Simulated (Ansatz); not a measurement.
# C2H6ClFSi: up Jacob's ladder to CCSD(T)

The task here is to estimate one member of a computed series from the others.

Program: Ansatz 0.2.0, Gaussian basis. Level of theory: functionals in def2-TZVPP, the program's frozen cores in correlated methods. These are calculated values, not measurements.

The runs, in order: PBE-D4, r2SCAN-D4, PBE0-D4, B3LYP-D4, ωB97X-V, ωB97M-V, B2PLYP; CCSD(T)/def2-TZVPP; MP2/def2-QZVPP; extrapolation to the limit.

## The geometry

An earlier PBE0-D4 in a triple-zeta def2 set relaxation fixed the geometry.

SMILES `FC(Cl)C[SiH3]`, 11 atoms, charge 0, spin multiplicity 1.

Atoms are counted from 1 here; the program's logs count them from 0.

Bond lengths: F1–C2 1.365 Å, C2–Cl3 1.787 Å, C2–C4 1.500 Å, C2–H6 1.091 Å, C4–Si5 1.891 Å, C4–H7 1.093 Å, C4–H8 1.094 Å, Si5–H9 1.483 Å, Si5–H10 1.487 Å, Si5–H11 1.486 Å. Angles: F1–C2–Cl3 107.9°, F1–C2–C4 110.4°, F1–C2–H6 107.8°, Cl3–C2–C4 111.9°, Cl3–C2–H6 105.5°, C4–C2–H6 113.1°, C2–C4–Si5 113.3°, C2–C4–H7 108.7°, C2–C4–H8 109.3°, Si5–C4–H7 108.6°, Si5–C4–H8 109.5°, H7–C4–H8 107.2°, C4–Si5–H9 111.3°, C4–Si5–H10 109.4°, C4–Si5–H11 108.2°, H9–Si5–H10 109.4°, H9–Si5–H11 109.4°, H10–Si5–H11 109.1°.

The first run:

The input, in.yaml:

```yaml
crystal:
  periodic: [false, false, false]
  atoms:
    - {symbol: F, position_ang: [-0.172024, 0.196995, 1.969597]}
    - {symbol: C, position_ang: [0.697870, -0.390300, 1.096877]}
    - {symbol: Cl, position_ang: [1.291127, -1.900768, 1.844541]}
    - {symbol: C, position_ang: [0.025013, -0.645273, -0.219807]}
    - {symbol: Si, position_ang: [-0.697885, 0.915992, -1.005538]}
    - {symbol: H, position_ang: [1.572372, 0.256887, 1.012259]}
    - {symbol: H, position_ang: [0.755758, -1.077045, -0.908657]}
    - {symbol: H, position_ang: [-0.767578, -1.386343, -0.082805]}
    - {symbol: H, position_ang: [-1.882204, 1.398244, -0.255250]}
    - {symbol: H, position_ang: [0.338381, 1.982754, -1.030589]}
    - {symbol: H, position_ang: [-1.095432, 0.591958, -2.399925]}
basis:
  gaussian: {orbitals: def2-TZVPP}
hamiltonian: {xc: pbe, dispersion: d4}
output: {forces: true, orbitals: {seedname: orbitals}}
```

Command:

```console
> ansatz run in.yaml --threads 4 --pin off --events-out ev --progress --plain --max-ram 10444MiB
```

Among the steps run: PBE-D4 (GGA); r2SCAN-D4 (meta-GGA); PBE0-D4 (hybrid); B3LYP-D4 (hybrid); ωB97X-V (range-separated); ωB97M-V (range-separated); B2PLYP (double hybrid); CCSD(T) in def2-TZVPP; MP2 in def2-QZVPP.

One of the session's tables, all rows but one given; the rest of the session is left out.

It belongs to the step «Atomisation energies». 

```
            method  atomisation energy (kJ/mol)
            PBE-D4                       3870.3
         r2SCAN-D4                       3821.4
           PBE0-D4                       3813.5
          B3LYP-D4                       3796.8
           ωB97X-V                       3828.2
           ωB97M-V                       3823.1
            B2PLYP                       3757.9
     HF/def2-TZVPP                       2809.3
    MP2/def2-TZVPP                       3766.7
   CCSD/def2-TZVPP                       3659.9
CCSD(T)/def2-TZVPP                            ?
           MP2/CBS                       3863.2
       CCSD(T)/CBS                       3810.5
```

**Question.** Estimate the row for CCSD(T)/def2-TZVPP.

As computed: atomisation energy (kJ/mol): 3714.0. In the column «atomisation energy (kJ/mol)» it lies between CCSD/def2-TZVPP (3659.9) and B2PLYP (3757.9).
